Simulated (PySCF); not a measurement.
# C9H8: the cost of one run

Programs: PySCF 2.14.0, with routines of our own; each step states its level. All values are computed. Atoms count from 0.

### 1 The system as given

17 atoms, charge 0, multiplicity 1; geometry from: GFN2-xTB.

### 2 Magnetic properties: GIAO wB97X-D/pcSseg-1

The job: settings as JSON, then the geometry in Å.

```
{"job": {"kind": "mag", "xc": "wB97X-D", "basis": "pcSseg-1", "isotopologues": 0}, "charge": 0, "multiplicity": 1}
C      2.695539    -0.457998     1.063147
C      1.608779    -0.077795     0.417294
C      1.349372     0.749232    -0.843395
C     -0.116407     0.495428    -0.564038
C     -1.393931     0.725069    -0.999050
C     -2.406092     0.159323    -0.219099
C     -2.132577    -0.584652     0.919141
C     -0.830122    -0.816435     1.358452
C      0.163027    -0.257447     0.587129
H      2.639175    -1.055711     1.957390
H      3.680102    -0.184935     0.721586
H      1.662351     1.791535    -0.782601
H      1.730901     0.313036    -1.766544
H     -1.627745     1.301559    -1.882122
H     -3.436171     0.305930    -0.511634
H     -2.958878    -0.996317     1.481100
H     -0.634320    -1.397791     2.246611
```

Level: GIAO wB97X-D/pcSseg-1 magnetisability, rotational g tensor and spin-rotation constants, non-relativistic, gas phase.

Started as:

```console
OMP_NUM_THREADS=1 python excited_run.py task.json out
```

One launch serves the whole session: the jobs run in the order shown.

Q: Estimate the wall time and peak memory of this first job on 1 thread of Intel Xeon Platinum 8259CL at 2.50GHz, shared host.

About 76 s, with a peak of 1 GiB.
